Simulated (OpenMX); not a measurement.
The system is GaGe.

```
Ge Ga
1.0
     0.00000    2.89784    2.89784
     2.89784    0.00000    2.89784
     2.89784    2.89784    0.00000
Ge Ga
1 1
Direct
  0.00000 0.00000 0.00000
  0.25000 0.25000 0.25000
```

The cell comes from a database or a generator and needn't be the stable form of this composition.

| Property | Result |
| --- | --- |
| Program | OpenMX 3.8.5 |
| Task | single point |
| Functional | PBE |
| Potentials or basis | OpenMX 2013 PBE set, Ge7.0-s3p2d2, Ga7.0-s3p2d2, grid cutoff 500 Ry |
| k mesh | 9 × 9 × 9 |
| Occupations | fermi-dirac, width 0.05 eV |
| Spin | no spin polarisation |

On this cell: pressure 1.6 GPa; largest force zero by symmetry; band gap on the k mesh none (metal or under the smearing width).

The same run follows on a disturbed copy (atoms moved at random, drawn with an rms of 0.05 Å):

```
CELL_PARAMETERS angstrom
0.00000 2.89784 2.89784
2.89784 0.00000 2.89784
2.89784 2.89784 0.00000
ATOMIC_POSITIONS crystal
Ge 0.99277 0.98973 0.02535
Ga 0.23997 0.24662 0.26427
```

Task: What changes?

Result: The energy (extrapolated to zero smearing) moves by +1.6 meV/atom; pressure 1.7 GPa; largest force 0.165 eV/Å; band gap on the k mesh none (metal or under the smearing width).

Forces in eV/Å, atoms in the order of the input:
```
Ge  -0.041 -0.151  0.022
Ga   0.052  0.151 -0.041
```

The forces don't sum to zero, so they hold noise of the program's grid.

Caveats: the basis of atomic orbitals isn't converged, which shifts pressures, moduli and gaps.
